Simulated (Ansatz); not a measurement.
# GdO: how the settings move a single-point run

How sensitive is a single-point run of GdO to its settings? A reference run comes first, then one run with altered input.

Computed with Ansatz 0.2.0 (reference: DFT, PBE, PAW with Ansatz's default frozen-core files, scalar-relativistic, unless a step's input says otherwise).

**1. The system as given**

It takes space group F-43m (No. 216, cubic). The conventional cell has a = 5.400 Å, b = 5.400 Å, c = 5.400 Å, α = 90.00°, β = 90.00°, γ = 90.00°. Around Gd (site symmetry -43m) lie 4 O at 2.34 Å. O (site symmetry -43m) has 4 Gd at 2.34 Å as nearest neighbours.

Coordinates:

```
CELL_PARAMETERS angstrom
0.00000 2.70000 2.70000
2.70000 0.00000 2.70000
2.70000 2.70000 0.00000
ATOMIC_POSITIONS crystal
Gd 0.00000 0.00000 0.00000
O 0.25000 0.25000 0.25000
```

**2. Reference**

Input file input.yaml:

```yaml
crystal:
  lattice:
    - [0.0, 2.7, 2.7]
    - [2.7, 0.0, 2.7]
    - [2.7, 2.7, 0.0]
  atoms:
    - { symbol: Gd, position: [0.0, 0.0, 0.0], spin: 7.0 }
    - { symbol: O, position: [0.25, 0.25, 0.25] }
magnetization:
  spin_polarized: true
kpoints:
  mp_grid: { grid: [12, 12, 12] }
scf:
  occupations: { method: fermi_dirac, width: 0.03 }
hamiltonian:
  xc: pbe
  pseudopotentials: { kind: paw }
output:
  forces: true
  stress: true
  eigenvalues: true
  hubbard: { sites: [{ species: Gd, l: f }] }
  populations: true
```

On the command line:

```
$ ansatz run input.yaml --threads 1 --pin off --max-ram 3072MiB --backend cpu --events-out ev --progress --plain --runs-dir out
```

**3. Variant: mixing.algorithm msr1, mixing.beta 0.2, preconditioner ldos, xc rpbe**

input.yaml, as its differences from that of step 2:

```diff
@@ -14,4 +14,5 @@
   occupations: { method: fermi_dirac, width: 0.03 }
+  mixing: { algorithm: msr1, beta: 0.2, preconditioner: ldos }
 hamiltonian:
-  xc: pbe
+  xc: rpbe
   pseudopotentials: { kind: paw }
@@ -21,3 +22,2 @@
   eigenvalues: true
-  hubbard: { sites: [{ species: Gd, l: f }] }
   populations: true
```

What does the calculation give? Wanted: for each run, ending; energy change; pressure; abs. moment; force.

**Answer**, as computed:

```
                                                                    run     ending   energy change  pressure (GPa)  abs. moment (μB)  force (eV/Å)  cycles  time
                                                              reference  converged               -            -0.7              7.58          0.00      12  25 s
1: mixing.algorithm msr1, mixing.beta 0.2, preconditioner ldos, xc rpbe  converged  not comparable             2.0              7.68          0.00      13  25 s
```

Times don't compare one to one where runs were asked for different outputs or read a saved state (see the inputs); cycles count all SCF loops of a run, searches for a lower state included, where those made up much of it.

Residual by cycle in the longest SCF loop of each run; runs are numbered as in the table. The quantity is the density residual dr2, in eV.

```
cycle  reference    run 1
    1        3.4     3.32
    2      0.636     1.49
    3      0.203   0.0468
    4     0.0257  0.00665
    5     0.0101  0.00434
    6    0.00746  0.00147
    8     1.9e-4   2.4e-4
    9     2.2e-5   6.1e-6
   10     1.7e-6   3.6e-6
   11     2.4e-7   4.0e-7
   12     7.5e-8   1.5e-8
   13          -   4.0e-9
```

Total energies don't compare across a change of functional; the pressure goes from -0.7 to 2.0 GPa and the absolute moment goes from 7.58 to 7.68 μB. At this fixed cell a higher pressure means that this functional prefers a larger volume than the reference, as the revised PBE forms tend to.
